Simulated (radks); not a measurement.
# Re³⁺ in [Xe] 4f14 5d4: an all-electron calculation

Aim: the levels, the sizes of the orbitals and the parts of the energy of the rhenium ion Re3+.

Program: radks (a radial shooting solver on a logarithmic mesh, Libxc functionals) version 1. Level of theory: scalar-relativistic Kohn-Sham, PBE, spin-polarised, spherical densities, point nucleus; open shells are filled with parallel spins first. These are calculated values, not measurements, unless marked.

## (1) The system

```
element       : rhenium (Z = 75)
charge        : +3
electrons     : 72
configuration : [Xe] 4f14 5d4
```

The outer shells:

Re³⁺
```
[Xe] core
4f [↑↓][↑↓][↑↓][↑↓][↑↓][↑↓][↑↓]
5d [↑ ][↑ ][↑ ][↑ ][  ]
```

## (2) The run

Settings of this run:

```text
Z 75
configuration [Xe] 4f14 5d4 6s0 6p0
relativity scalar-relativistic
functional pbe,pbe
spin polarised
nucleus point
c 137.035999084
```

Q: Predict the outcome of this run.

The runs gave:

```
                        quantity                   value
                    total energy     -16690.4070 hartree
exchange-correlation share of it                  1.98 %
                            −T/E                  1.1053
          highest occupied level       5d up, -34.314 eV
    most extended occupied level  5d up, <r> = 1.67 bohr
 radius at density 0.001 e/bohr³               3.40 bohr
    maxima of the radial density                       4
         ionisation energy, NIST          39 (theory) eV
```

The radial density shows 4 maxima for 5 occupied principal shells; where shells overlap, one shows as a shoulder or not at all. Relativity lifts −T/E to 1.105. The top level binds by 34.314 eV, 88 % of the NIST ionisation energy of 39 eV; the potential of a semilocal functional falls off too fast, so its top eigenvalue is too shallow. Open shells are spherical and high-spin; term and fine-structure splittings are not resolved. Spin-orbit splitting is averaged out at the scalar-relativistic level.
